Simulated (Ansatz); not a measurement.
# ClHOZn: the cost of one run

Program: Ansatz 0.2.0. Level of theory: RKS BLYP-D4/def2-SVP. These are calculated values, not measurements.

## Step 1: Starting point

Bond lengths: Zn1–O2 1.790 Å, O2–H3 1.010 Å, Zn1–Cl4 2.240 Å. Angles: Zn1–O2–H3 109.5°, O2–Zn1–Cl4 180.0°.

Structure file:

```xyz
4

Zn    0.0000    0.0000    0.0000
O     0.0000    0.0000    1.7900
H    -0.9095   -0.2814    2.1271
Cl    0.0000    0.0000   -2.2400
```

## Step 2: Relaxing the start

Input file input.yaml:

```yaml
crystal:
  periodic: [false, false, false]
  atoms:
    - { symbol: Zn, position_ang: [0.0, 0.0, 0.0] }
    - { symbol: O, position_ang: [0.0, 0.0, 1.79] }
    - { symbol: H, position_ang: [-0.9095, -0.2814, 2.1271] }
    - { symbol: Cl, position_ang: [0.0, 0.0, -2.24] }
basis:
  gaussian: { orbitals: def2-SVP }
hamiltonian:
  xc: blyp
  dispersion: d4
relax:
  f_tol: 0.02
  max_steps: 40
output:
  orbitals: {}
```

The run is started by

```sh
ansatz run input.yaml --threads 1 --pin off --max-ram 2048MiB --backend cpu --events-out ev --progress --plain --runs-dir out
```

Q: Estimate wall time and peak memory on 1 thread of Arm Neoverse V2, shared host.

About 12 s, with a peak of 0.13 GiB.
